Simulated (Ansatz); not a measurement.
# Cs2Ge: the cost of one run

Method: DFT PBE, scalar-relativistic, plane waves, PAW, in Ansatz 0.2.0.

## (1) The starting structure

It takes space group P-3m1 (No. 164, trigonal). Conventional cell: a = 5.372 Å, b = 5.372 Å, c = 10.619 Å, α = 90.00°, β = 90.00°, γ = 120.00°. Cs (site symmetry 3m) has 3 Ge at 4.28 Å as nearest neighbours. Ge (site symmetry -3m) is surrounded by 6 Cs at 4.28 Å.

As a file:

```cif
data_structure
_symmetry_space_group_name_H-M 'P 1'
_symmetry_Int_Tables_number 1
_cell_length_a 5.3722
_cell_length_b 5.3722
_cell_length_c 10.6189
_cell_angle_alpha 90.000
_cell_angle_beta 90.000
_cell_angle_gamma 120.000
_cell_volume 265.41
loop_
_atom_site_label
_atom_site_type_symbol
_atom_site_fract_x
_atom_site_fract_y
_atom_site_fract_z
_atom_site_occupancy
Cs1 Cs 0.33333 0.66667 0.77825 1
Cs2 Cs 0.66667 0.33333 0.22175 1
Ge1 Ge 0.00000 0.00000 0.50000 1
```

A structure generator made this guess: close-packed layers stacked ABC|A (P-3m1, No. 164). Lengths come from tabulated atomic sizes and are only a guess.

## (2) A first look at the guess

input.yaml

```yaml
crystal:
  lattice:
    - [5.37219847, 0.0, 0.0]
    - [-2.68609923, 4.65246035, 0.0]
    - [0.0, 0.0, 10.6188909]
  atoms:
    - { symbol: Cs, position: [0.33333333, 0.66666667, 0.77825026] }
    - { symbol: Cs, position: [0.66666667, 0.33333333, 0.22174974] }
    - { symbol: Ge, position: [0.0, 0.0, 0.5] }
basis:
  ecutwfc: 420
kpoints:
  mp_grid: { grid: [6, 6, 2] }
hamiltonian:
  xc: pbe
scf:
  occupations: { method: gaussian, width: 0.1 }
  lower_state_search: "off"
output:
  forces: true
  stress: true
  eigenvalues: true
```

On the command line:

```
$ ansatz run input.yaml --threads 1 --pin off --max-ram 2048MiB --backend cpu --events-out ev --progress --plain --runs-dir out
```

**Question.** How long does this run take on 1 thread of Arm Neoverse V2, shared host, and how much memory does it need?

About 4.8 s, with a peak of 0.44 GiB.
